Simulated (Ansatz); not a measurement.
# Sc: under pressure

The task here is to estimate one member of a computed series from the others.

Method: DFT PBEsol, scalar-relativistic, plane waves, PAW, in Ansatz 0.2.0.

### Starting point

The structure is triclinic, space group P-1 (No. 2). The conventional cell has a = 3.202 Å, b = 3.216 Å, c = 3.226 Å, α = 61.44°, β = 61.31°, γ = 62.16°. Sc (site symmetry -1) is surrounded by 12 Sc at 3.20 to 3.31 Å.

Cell or atoms stand a little off a more symmetric structure (Fm-3m at a tolerance of 0.3 Å), so results at this geometry aren't those of that ideal crystal.

As a file:

```
CELL_PARAMETERS angstrom
3.20196 0.00000 0.00000
1.50211 2.84414 0.00000
1.54899 0.92645 2.67418
ATOMIC_POSITIONS crystal
Sc 0.00000 0.00000 0.00000
```

Source of the structure: the Materials Project (structure only).

The first run:

(A quick probe on a coarse mesh, which set the mesh and smearing, is not shown.)

input.yaml reads:

```yaml
crystal:
  lattice:
    - [3.2019616822, 0.0, 0.0]
    - [1.5021078373, 2.8441406042, 0.0]
    - [1.5489936237, 0.926446803, 2.6741812389]
  atoms:
    - { symbol: Sc, position: [0.0, 0.0, 0.0] }
basis:
  ecutwfc: 420
kpoints:
  mp_grid: { grid: [16, 16, 16] }
hamiltonian:
  xc: pbesol
scf:
  occupations: { method: gaussian, width: 0.1 }
output:
  forces: true
  stress: true
  eigenvalues: true
relax:
  adjacent_minimum: "off"
  f_tol: 0.005
  max_steps: 80
  cell: { stress_tol: 0.05 }
```

Among the steps run: Full relaxation; Relaxing at -1 GPa; 1 GPa; Relaxing at 4 GPa; 12 GPa; 25 GPa; Relaxing at 50 GPa; 90 GPa.

One of the session's tables, all rows but one given; the rest of the session is left out.

Lengths are those of the vectors of the cell that was run:

| P (GPa) | V (Å³/atom) | a (Å) | b (Å) | c (Å) | ΔH (eV/atom) |
| --- | --- | --- | --- | --- | --- |
| -1 | 24.05 | 3.240 | 3.240 | 3.241 | -0.148 |
| 0 | 23.58 | 3.218 | 3.218 | 3.220 | 0.000 |
| 1 | 23.16 | 3.199 | 3.199 | 3.200 | 0.146 |
| 4 | 22.06 | 3.148 | 3.148 | 3.149 | 0.568 |
| 12 | ? | ? | ? | ? | ? |
| 25 | 17.57 | 2.918 | 2.918 | 2.918 | 3.123 |
| 50 | 14.87 | 2.760 | 2.760 | 2.761 | 5.635 |
| 90 | 12.31 | 2.592 | 2.592 | 2.592 | 9.003 |

**Question.** Estimate the row for P (GPa) = 12.

Worked estimate for «V (Å³/atom)». A straight line through the neighbours (4, 22.06) and (25, 17.57) gives 22.06 + (17.57 − 22.06) × (12 − 4) / (25 − 4) = 20.35; a parabola fitted to 4 rows on both sides gives 20.16.

**Answer.** V (Å³/atom): 19.89; a (Å): 3.041; b (Å): 3.041; c (Å): 3.042; ΔH (eV/atom): 1.611. In «V (Å³/atom)» the line misses by +0.46 and the parabola by +0.27.

ΔH is E + PV over the energy at zero pressure; a, b and c are the vectors of the computed cell. 

To keep in mind: Warnings in the runs' records: near symmetry operations not taken, structure snapped to symmetry.
